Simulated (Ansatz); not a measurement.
# BGePH (quartet): wave-function methods side by side, cc-pVDZ

An exercise on one series of results from a longer session: the logs are not shown, and one member is left open.

Computed with Ansatz 0.2.0, Gaussian basis. Level: cc-pVDZ, core rule «outside noble gas», up to 20 orbitals frozen.

Plan: UHF; CCSD(T) on ROHF; CCSD(T) on UHF; BCCD(T) on ROHF; CISD; CCSDT(Q) on ROHF; CCSDT(Q) on UHF.

18 further runs of the same task are left out: 13 that didn't finish, 5 set aside as unsound or not needed.

**What is computed**

The geometry is a PBE0/def2-TZVP stationary point (not a proven minimum) of the parent state, kept for this charge and spin. No spin-orbit coupling is included. The filled d shell of Ge may be among the frozen orbitals whatever the setting's name suggests; the logs give the count.

4 atoms, charge 0, spin multiplicity 4.

Atoms are counted from 1 here; the program's logs count them from 0.

Bond lengths: B1–Ge2 2.043 Å, B1–P3 1.739 Å, Ge2–P3 2.391 Å, Ge2–H4 1.566 Å. Angles: Ge2–B1–P3 78.0°, B1–Ge2–P3 45.3°, B1–Ge2–H4 131.9°, P3–Ge2–H4 86.6°, B1–P3–Ge2 56.7°.

The first run:

The input, in.yaml:

```yaml
crystal:
  periodic: [false, false, false]
  atoms:
    - {symbol: B, position_ang: [0.000000, -1.246974, -0.805916]}
    - {symbol: Ge, position_ang: [0.000000, 0.033178, 0.785825]}
    - {symbol: P, position_ang: [0.000000, 0.305475, -1.589983]}
    - {symbol: H, position_ang: [0.000000, 1.596606, 0.871290]}
basis:
  gaussian: {orbitals: cc-pVDZ}
magnetization: {spin_polarized: true, initial_magnetization: 3}
hamiltonian: {xc: hf}
output: {orbitals: {seedname: orbitals}}
```

Started as:

```bash
$ ansatz run in.yaml --threads 1 --pin off --events-out ev --progress --plain --max-ram 2393MiB
```

Among the steps run: UHF; CCSD(T) on ROHF; CCSD(T) on UHF; BCCD(T) on ROHF; CISD; CCSDT(Q) on ROHF; CCSDT(Q) on UHF.

One of the session's tables, all rows but one given; the rest of the session is left out.

It belongs to the step «Misses and costs». 

| method | from UCCSDT(Q) (meV) |
| --- | --- |
| ROHF | +8169.1 |
| UHF | +7882.6 |
| RMP2 | +1468.4 |
| UMP2 | +1529.4 |
| CISD | +1371.3 |
| RCCSD | ? |
| UCCSD | +505.1 |
| RCCSD(T) | +102.5 |
| UCCSD(T) | +95.8 |
| BCCD(T) | +98.3 |
| RCCSDT | +49.5 |
| UCCSDT | +38.9 |
| RCCSDT(Q) | +12.3 |
| UCCSDT(Q) | 0 |

**Question.** Estimate the row for RCCSD.

The run gave: from UCCSDT(Q) (meV): +528.2. In the column «from UCCSDT(Q) (meV)» it lies between UCCSD (+505.1) and CISD (+1371.3).

Limits of these values: Restricted and unrestricted rows rest on different reference determinants; where their highest levels disagree by more than a few hundredths of an eV, they describe different states and don't form one ladder.
